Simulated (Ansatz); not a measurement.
# AlBrClH3O: the cost of one run

All numbers below are computed with Ansatz 0.2.0 (RKS PBE0-D4/def2-SVP).

## 1. Starting point

Bond lengths: Al1–Cl2 2.580 Å, Al1–H3 1.560 Å, Al1–O4 1.780 Å, O4–H5 1.010 Å, Al1–Br6 2.710 Å, Cl2–H7 1.524 Å, Br6–H7 1.701 Å. Angles: Al1–Cl2–H7 73.3°, Cl2–Al1–H3 120.0°, Cl2–Al1–O4 120.0°, Cl2–Al1–Br6 71.6°, H3–Al1–O4 120.0°, H3–Al1–Br6 105.4°, O4–Al1–Br6 92.8°, Al1–O4–H5 109.5°, Al1–Br6–H7 67.6°, Cl2–H7–Br6 147.5°.

Coordinates:

```xyz
7

Al    0.0000    0.0000    0.0000
Cl    0.0000    0.0000    2.5800
H     1.3510    0.0000   -0.7800
O    -1.5415    0.0000   -0.8900
H    -2.0512   -0.8467   -0.6815
Br   -0.3390    2.5493    0.8545
H    -0.1924    1.4473    2.1423
```

## 2. A restrained relaxation towards end A

Springs on the bonds that form and break draw the guess towards this end; the thresholds are loose.

input.yaml reads:

```yaml
crystal:
  periodic: [false, false, false]
  atoms:
    - { symbol: Al, position_ang: [0.0, 0.0, 0.0] }
    - { symbol: Cl, position_ang: [0.0, 0.0, 2.58] }
    - { symbol: H, position_ang: [1.351, 0.0, -0.78] }
    - { symbol: O, position_ang: [-1.5415, 0.0, -0.89] }
    - { symbol: H, position_ang: [-2.0512, -0.8467, -0.6815] }
    - { symbol: Br, position_ang: [-0.339, 2.5493, 0.8545] }
    - { symbol: H, position_ang: [-0.1924, 1.4473, 2.1423] }
basis:
  gaussian: { orbitals: def2-SVP }
hamiltonian:
  xc: pbe0
  dispersion: d4
relax:
  f_tol: 0.15
  max_steps: 25
  restrain:
    - { distance: [0, 5], at: 3.61, k: 30.0 }
    - { distance: [6, 1], at: 2.57, k: 30.0 }
    - { distance: [0, 1], at: 2.23, k: 30.0 }
    - { distance: [6, 5], at: 1.55, k: 30.0 }
```

Launch:

```sh
> ansatz run input.yaml --threads 2 --pin off --max-ram 3072MiB --backend cpu --events-out ev --progress --plain --runs-dir out
```

What time and memory should one allow on 2 threads of Arm Neoverse V2, shared host?

About 18 s, with a peak of 0.22 GiB.
